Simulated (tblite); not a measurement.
# SiC at GFN1-xTB (tblite): moving one setting at a time

Aim: start from a run with usual settings and see what each changed setting does to the results.

Computed with tblite 0.8.0 (GFN1-xTB (tblite), atoms fixed, no spin polarisation, unless a step's input says otherwise).

### 1 Starting point

The structure is hexagonal, space group P6_3mc (No. 186). The conventional cell has a = 3.075 Å, b = 3.075 Å, c = 5.048 Å, α = 90.00°, β = 90.00°, γ = 120.00°. Around Si (site symmetry 3m) lie 4 C at 1.88 to 1.90 Å. C (site symmetry 3m) is surrounded by 4 Si at 1.88 to 1.90 Å.

Structure file:

```
Si C
1.0
     3.07536    0.00000    0.00000
    -1.53768    2.66334    0.00000
     0.00000    0.00000    5.04811
Si C
2 2
Cartesian
  0.0000 1.7756 -0.0021
  1.5377 0.8878 2.5220
  0.0000 1.7756 1.8951
  1.5377 0.8878 4.4192
```

The structure type (wurtzite) is imposed and need not be the compound's stable one.

### 2 The reference run

run.py

```python
import json
from ase import Atoms
from ase.build import make_supercell
from ase.units import Bohr, GPa, Hartree
from tblite.interface import Calculator

atoms = Atoms(['Si', 'Si', 'C', 'C'],
              cell=[[3.07535624, 0.0, 0.0], [-1.53767812, 2.66333663, 0.0], [0.0, 0.0, 5.0481081]],
              scaled_positions=[[0.333333333, 0.666666667, -0.000408405], [0.666666667, 0.333333333, 0.499591595], [0.333333333, 0.666666667, 0.375408405], [0.666666667, 0.333333333, 0.875408405]],
              pbc=True)
cluster = make_supercell(atoms, [[4, 0, 0], [0, 4, 0], [0, 0, 2]])
calc = Calculator('GFN1-xTB', cluster.numbers, cluster.positions / Bohr, lattice=cluster.cell[:] / Bohr, periodic=cluster.pbc)
calc.set('temperature', 0.02 / Hartree)
calc.set('max-iter', 150)
res = calc.singlepoint()
levels = res.get('orbital-energies') * Hartree
nv = round(res.get('orbital-occupations').sum() / 2)
cells = len(cluster) // len(atoms)
out = {'energy_per_cell': res.get('energy') * Hartree / cells, 'homo': levels[nv - 1], 'lumo': levels[nv],
       'stress': (-res.get('virial') * Hartree / cluster.get_volume() / GPa).tolist(), 'charges': res.get('charges')[:len(atoms)].tolist(), 'electrons': 2 * nv / cells}
json.dump(out, open('results.json', 'w'))
for key, value in out.items():
    print(key, value)
```

Launch:

```sh
> python run.py
```

Log:

```text
------------------------------------------------------------
  cycle        total energy    energy error   density error
------------------------------------------------------------
      1     -247.4784315550  -2.4979564E+02   9.3326908E-01
      2     -235.0770184200   1.2401413E+01   5.9853658E-01
      3     -233.7889093223   1.2881091E+00   6.9037077E-01
      4     -253.2132018092  -1.9424292E+01   8.9000203E-02
      5     -253.6840718944  -4.7087009E-01   3.0709225E-02
      6     -253.7541225566  -7.0050662E-02   1.4617736E-03
      7     -253.7542663234  -1.4376678E-04   2.9401466E-04
      8     -253.7542734207  -7.0973183E-06   1.3251113E-04
      9     -253.7542768151  -3.3944293E-06   7.6351962E-06
     10     -253.7542768191  -3.9804036E-09   2.9213311E-06
------------------------------------------------------------

 total:                                   7.995 sec
energy_per_cell -215.78142443308886
homo -11.992430413834299
lumo -8.603869557773107
stress [[21.30832851160965, -0.0003913415103012436, -2.991865000287523e-06], [-0.0003913415103026971, 21.30787655087203, 1.7273540757318887e-06], [-2.991865000518664e-06, 1.7273540757912329e-06, 24.72977239289828]]
charges [0.21047686045836966, 0.21048169271647965, -0.21047967540482282, -0.21047365975672405]
electrons 16.0
```

Wall time 8.9 s (1 thread of Arm Neoverse V1, shared host); peak memory 0.18 GiB.

Gap 3.39 eV; pressure 22.4 GPa. The 128 atoms of the cluster fold only a few k-points onto the zone centre, so gap and energy may not be converged in the cluster's size.

### 3 Change: mixer-damping = 0.7

Edit run.py of step 2 so:

```diff
@@ -14,2 +14,3 @@
 calc.set('max-iter', 150)
+calc.set('mixer-damping', 0.7)
 res = calc.singlepoint()
```

Launch:

```sh
> python run.py
```

Log:

```text
------------------------------------------------------------
  cycle        total energy    energy error   density error
------------------------------------------------------------
      1     -247.4784315550  -2.4979564E+02   9.3326908E-01
      2     -151.4409132969   9.6037518E+01   1.1581650E+00
      3     -189.2943224200  -3.7853409E+01   1.0297948E+00
      4     -247.3793310194  -5.8085009E+01   3.0068716E-01
      5     -253.5776068440  -6.1982758E+00   4.9390141E-02
      6     -253.7352535199  -1.5764668E-01   1.5944208E-02
      7     -253.7503868894  -1.5133369E-02   6.5494398E-03
      8     -253.7505378034  -1.5091401E-04   7.0935759E-03
      9     -253.7542626400  -3.7248366E-03   4.3453371E-04
     10     -253.7542726381  -9.9980845E-06   2.2066526E-04
     11     -253.7542766803  -4.0421996E-06   2.6222318E-05
     12     -253.7542767699  -8.9608420E-08   2.6172796E-05
     13     -253.7542768153  -4.5427839E-08   8.5945629E-06
------------------------------------------------------------

 total:                                   9.728 sec
energy_per_cell -215.78142442984668
homo -11.99239347759856
lumo -8.603819168570006
stress [[21.308442213385778, -0.00039144407583740137, -2.992476671773107e-06], [-0.0003914440758385377, 21.307990134215665, 1.7277072222245634e-06], [-2.992476670952507e-06, 1.7277072224611003e-06, 24.72983743433328]]
charges [0.2104882332002952, 0.21049285065863965, -0.2104839273454533, -0.21048316516276144]
electrons 16.0
```

Wall time 11 s (1 thread of Arm Neoverse V1, shared host); peak memory 0.18 GiB.

Against the reference run the gap moves by 0.00 eV and the energy by 0.0 meV/atom.

### 4 Change: accuracy = 10.0

Edit run.py of step 3 so:

```diff
@@ -14,3 +14,3 @@
 calc.set('max-iter', 150)
-calc.set('mixer-damping', 0.7)
+calc.set('accuracy', 10.0)
 res = calc.singlepoint()
```

Launch:

```sh
> python run.py
```

Log:

```text
------------------------------------------------------------
  cycle        total energy    energy error   density error
------------------------------------------------------------
      1     -247.4784314026  -2.4979564E+02   9.3326909E-01
      2     -235.0770183000   1.2401413E+01   5.9853658E-01
      3     -233.7889090092   1.2881093E+00   6.9037077E-01
      4     -253.2132017184  -1.9424293E+01   8.9000203E-02
      5     -253.6840717686  -4.7087005E-01   3.0709230E-02
      6     -253.7541224526  -7.0050684E-02   1.4617736E-03
      7     -253.7542662194  -1.4376678E-04   2.9401462E-04
      8     -253.7542733167  -7.0973146E-06   1.3251114E-04
------------------------------------------------------------

 total:                                   6.124 sec
energy_per_cell -215.78142145479902
homo -11.99224851548269
lumo -8.604413816567329
stress [[21.309004765124016, -0.0003964838403101161, -2.995073319275305e-06], [-0.00039648384031074676, 21.308546866535366, 1.729206389615402e-06], [-2.99507331893485e-06, 1.7292063893489349e-06, 24.730318736530013]]
charges [0.21074502915876137, 0.2107498294066854, -0.21028209222104954, -0.21031361458801934]
electrons 16.0
```

It took 6.8 s on 1 thread of Arm Neoverse V1, shared host; peak memory 0.18 GiB.

Against the reference run the gap moves by 0.00 eV and the energy by 0.0 meV/atom.

### 5 Change: accuracy = 0.01

Edit run.py of step 4 so:

```diff
@@ -14,3 +14,3 @@
 calc.set('max-iter', 150)
-calc.set('accuracy', 10.0)
+calc.set('accuracy', 0.01)
 res = calc.singlepoint()
```

Launch:

```sh
> python run.py
```

Log:

```text
------------------------------------------------------------
  cycle        total energy    energy error   density error
------------------------------------------------------------
      1     -247.4784315550  -2.4979564E+02   9.3326908E-01
      2     -235.0770184200   1.2401413E+01   5.9853658E-01
      3     -233.7889093223   1.2881091E+00   6.9037077E-01
      4     -253.2132018092  -1.9424292E+01   8.9000203E-02
      5     -253.6840718944  -4.7087009E-01   3.0709225E-02
      6     -253.7541225566  -7.0050662E-02   1.4617736E-03
      7     -253.7542663234  -1.4376678E-04   2.9401466E-04
      8     -253.7542734207  -7.0973183E-06   1.3251113E-04
      9     -253.7542768151  -3.3944293E-06   7.6351962E-06
     10     -253.7542768191  -3.9804036E-09   2.9213311E-06
     11     -253.7542768207  -1.6354420E-09   4.7692574E-07
     12     -253.7542768208  -3.9108272E-11   2.5537964E-08
------------------------------------------------------------

 total:                                   8.595 sec
energy_per_cell -215.78142443451264
homo -11.99244003739002
lumo -8.603879783319815
stress [[21.308299856696046, -0.0003913138026219862, -2.9917504429407596e-06], [-0.00039131380262398844, 21.30784792795188, 1.7272879255840562e-06], [-2.9917504426003036e-06, 1.7272879249974952e-06, 24.72975673717362]]
charges [0.2104771296434429, 0.2104819319408633, -0.21047360573791773, -0.21047229155164415]
electrons 16.0
```

Wall time 9.3 s (1 thread of Arm Neoverse V1, shared host); peak memory 0.18 GiB.

Against the reference run the gap moves by 0.00 eV and the energy by 0.0 meV/atom.

### 6 Change: temperature = 2.0

Edit run.py of step 5 so:

```diff
@@ -12,5 +12,4 @@
 calc = Calculator('GFN1-xTB', cluster.numbers, cluster.positions / Bohr, lattice=cluster.cell[:] / Bohr, periodic=cluster.pbc)
-calc.set('temperature', 0.02 / Hartree)
+calc.set('temperature', 2.0 / Hartree)
 calc.set('max-iter', 150)
-calc.set('accuracy', 0.01)
 res = calc.singlepoint()
```

Launch:

```sh
> python run.py
```

Log:

```text
------------------------------------------------------------
  cycle        total energy    energy error   density error
------------------------------------------------------------
      1     -255.9468053201  -2.5826401E+02   8.7630965E-01
      2     -251.2514274644   4.6953779E+00   5.0961186E-01
      3     -243.8860112598   7.3654162E+00   6.0917903E-01
      4     -259.3653555327  -1.5479344E+01   5.0991961E-02
      5     -259.5112874005  -1.4593187E-01   2.4398041E-02
      6     -259.5474070122  -3.6119612E-02   4.9476707E-03
      7     -259.5558440996  -8.4370874E-03   7.9540214E-04
      8     -259.5558785121  -3.4412497E-05   2.1865919E-04
      9     -259.5558872636  -8.7515002E-06   1.2417545E-04
     10     -259.5558906419  -3.3783286E-06   1.3537349E-05
     11     -259.5558906503  -8.3339273E-09   6.9645738E-06
------------------------------------------------------------

 total:                                   8.396 sec
energy_per_cell -220.71486048071668
homo -11.928529081195443
lumo -8.255170312967206
stress [[43.720055861603264, -0.00034277928832551763, -2.0363422770309085e-06], [-0.00034277928832683824, 43.719660022883495, 1.1756827709276033e-06], [-2.036342276746166e-06, 1.1756827708426174e-06, 53.36606568846423]]
charges [0.12095003145797245, 0.12095404880020832, -0.12096614249221971, -0.12096514656045931]
electrons 16.0
```

It took 9.1 s on 1 thread of Arm Neoverse V1, shared host; peak memory 0.19 GiB.

Against the reference run the gap moves by +0.28 eV and the energy by -1233.4 meV/atom. At a high electronic temperature the free energy holds a large −TS term.

### 7 Change: cluster = 1x1x1

Edit run.py of step 6 so:

```diff
@@ -10,5 +10,5 @@
               pbc=True)
-cluster = make_supercell(atoms, [[4, 0, 0], [0, 4, 0], [0, 0, 2]])
+cluster = make_supercell(atoms, [[1, 0, 0], [0, 1, 0], [0, 0, 1]])
 calc = Calculator('GFN1-xTB', cluster.numbers, cluster.positions / Bohr, lattice=cluster.cell[:] / Bohr, periodic=cluster.pbc)
-calc.set('temperature', 2.0 / Hartree)
+calc.set('temperature', 0.02 / Hartree)
 calc.set('max-iter', 150)
```

Launch:

```sh
> python run.py
```

Log:

```text
------------------------------------------------------------
  cycle        total energy    energy error   density error
------------------------------------------------------------
      1     -6.599569781632  -6.6719825E+00   1.3125868E+00
      2     -4.013045026283   2.5865248E+00   1.1552432E+00
      3     -6.423946399995  -2.4109014E+00   9.5299271E-01
      4     -7.119568001774  -6.9562160E-01   3.6398893E-01
      5     -7.274233584504  -1.5466558E-01   2.1947583E-01
      6     -7.316193833675  -4.1960249E-02   1.6007098E-01
      7     -7.359027828772  -4.2833995E-02   5.2908169E-02
      8     -7.364288030936  -5.2602022E-03   4.5626390E-03
      9     -7.364324370945  -3.6340009E-05   1.3946230E-03
     10     -7.364328075074  -3.7041283E-06   5.8797601E-05
     11     -7.364328081727  -6.6539796E-09   1.6482653E-06
------------------------------------------------------------

 total:                                   0.143 sec
energy_per_cell -200.39357424197465
homo -15.415411869269722
lumo -10.816465659181658
stress [[100.84160950752337, -0.004722337190419746, -3.537988244690367e-05], [-0.004722337190421157, 100.83615657715453, 2.042658468897776e-05], [-3.537988244950968e-05, 2.0426584688239208e-05, 32.538188627994664]]
charges [0.21764224902630036, 0.21764742887094168, -0.2176430188820746, -0.2176466590151649]
electrons 16.0
```

Run time: 0.82 s. Hardware: 1 thread of Arm Neoverse V1, shared host; peak memory 0.093 GiB.

Against the reference run the gap moves by +1.21 eV and the energy by +3847.0 meV/atom. One cell at the zone centre alone can't describe the crystal.

### 8 Results

| change | ends | gap (eV) | energy (meV/atom) | pressure (GPa) | time |
| --- | --- | --- | --- | --- | --- |
| none | converged | 3.39 | 0 | 22.4 | 8.9 s |
| mixer-damping = 0.7 | converged | 0.00 | 0.0 | 0.0 | 11 s |
| accuracy = 10.0 | converged | 0.00 | 0.0 | 0.0 | 6.8 s |
| accuracy = 0.01 | converged | 0.00 | 0.0 | 0.0 | 9.3 s |
| temperature = 2.0 | converged | +0.28 | -1233.4 | +24.5 | 9.1 s |
| cluster = 1x1x1 | converged | +1.21 | +3847.0 | +55.6 | 0.82 s |

The first row holds values, the others changes from it. Keys are the program's: temperature in eV (tblite) or K (CP2K), cutoffs in Ry, CUTOFP in Å. Among the numerical settings, cluster = 1x1x1 moves the energy most (+3847.0 meV/atom). The changed runs test settings; they are no properties of the crystal.
